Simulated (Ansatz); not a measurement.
# C2H6InS radical: a ladder of functionals and wavefunction methods

How much do the methods differ for C2H6InS radical? The plan is to run it at one geometry with functionals of several rungs and with coupled cluster, and see how far each lands from CCSD(T) at the basis-set limit for the atomisation energy.

Program: Ansatz 0.2.0, Gaussian basis. Level of theory: functionals in def2-TZVPP, the program's frozen cores in correlated methods. These are calculated values, not measurements.

Levels to be run: PBE-D4, r2SCAN-D4, PBE0-D4, B3LYP-D4, ωB97X-V, ωB97M-V, B2PLYP; CCSD(T)/def2-TZVPP; MP2/def2-QZVPP; extrapolation to the limit.

### Step 1. Structure used throughout

The geometry comes from an earlier relaxation with PBE0-D4 in a triple-zeta def2 set; it is a stationary point, not always the lowest conformer. In takes the def2 core potential; no spin-orbit term is included.

SMILES `C[S][In][CH3]`, 10 atoms, charge 0, spin multiplicity 2.

Atoms are counted from 1 here; the program's logs count them from 0.

Bond lengths: C1–S2 1.822 Å, C1–H5 1.090 Å, C1–H6 1.090 Å, C1–H7 1.091 Å, S2–In3 2.428 Å, In3–C4 2.200 Å, C4–H8 1.088 Å, C4–H9 1.092 Å, C4–H10 1.092 Å. Angles: S2–C1–H5 111.6°, S2–C1–H6 111.9°, S2–C1–H7 107.0°, H5–C1–H6 109.5°, H5–C1–H7 108.4°, H6–C1–H7 108.3°, C1–S2–In3 101.5°, S2–In3–C4 115.4°, In3–C4–H8 110.8°, In3–C4–H9 107.9°, In3–C4–H10 107.9°, H8–C4–H9 110.2°, H8–C4–H10 110.3°, H9–C4–H10 109.7°.

### Step 2. PBE-D4 (GGA)

in.yaml reads:

```yaml
crystal:
  periodic: [false, false, false]
  atoms:
    - {symbol: C, position_ang: [-0.590432, 1.462543, -0.897571]}
    - {symbol: S, position_ang: [1.069549, 1.952027, -0.328909]}
    - {symbol: In, position_ang: [1.795570, -0.054105, 0.830505]}
    - {symbol: C, position_ang: [0.337288, -1.701012, 0.868703]}
    - {symbol: H, position_ang: [-0.541357, 0.669524, -1.643343]}
    - {symbol: H, position_ang: [-1.226625, 1.146427, -0.071233]}
    - {symbol: H, position_ang: [-1.041149, 2.342066, -1.359321]}
    - {symbol: H, position_ang: [0.753715, -2.574211, 1.366738]}
    - {symbol: H, position_ang: [-0.549750, -1.351835, 1.400571]}
    - {symbol: H, position_ang: [0.076191, -1.942521, -0.163239]}
basis:
  gaussian: {orbitals: def2-TZVPP}
magnetization: {spin_polarized: true, initial_magnetization: 1}
hamiltonian: {xc: pbe, dispersion: d4}
output: {forces: true, orbitals: {seedname: orbitals}}
```

Started as:

```
> ansatz run in.yaml --threads 2 --pin off --events-out ev --progress --plain --max-ram 32768MiB --backend cpu
```

The runs that follow: r2SCAN-D4 (meta-GGA); PBE0-D4 (hybrid); B3LYP-D4 (hybrid); ωB97X-V (range-separated); ωB97M-V (range-separated); B2PLYP (double hybrid); CCSD(T) in def2-TZVPP; MP2 in def2-QZVPP.

Before running them: what should the planned runs give, taken together? Wanted: atomisation energy, CCSD(T)/CBS; farthest; mean size of error, hybrid; mean size of error, range-separated; gap, smallest and largest; T1 diagnostic; triples share of the correlation energy.

**Answer**, as computed:

| quantity | value |
| --- | --- |
| atomisation energy, CCSD(T)/CBS | 34.111 eV |
| functionals within 0.341 eV (1.0 %) | r2SCAN-D4, PBE0-D4, B3LYP-D4, ωB97X-V, ωB97M-V |
| farthest | PBE-D4 (+0.558 eV) |
| mean size of error, hybrid | 0.109 eV |
| mean size of error, range-separated | 0.065 eV |
| gap, smallest and largest | 0.89 eV (PBE-D4), 6.48 eV (ωB97X-V) |
| T1 diagnostic | 0.0160 |
| triples share of the correlation energy | 3.8 % |

In words: PBE-D4 is off by +0.558 eV. Double hybrids carry the basis error of their MP2 part in triple zeta, and no dispersion term here, so their miss is partly the set-up's. Misses under about 0.341 eV are within the doubt on the reference itself, which lacks core-valence correlation, spin-orbit coupling and higher excitations, and its outer-core shells are covered unevenly. All levels share the lack of spin-orbit coupling, which lowers the free heavy atoms and so the true binding. Hartree-Fock recovers 74 % of the binding; the rest is correlation. Orbital gaps span 0.9 to 6.5 eV; exact exchange widens them. Correlated methods include outer-core shells of In, which these sets cover unevenly.
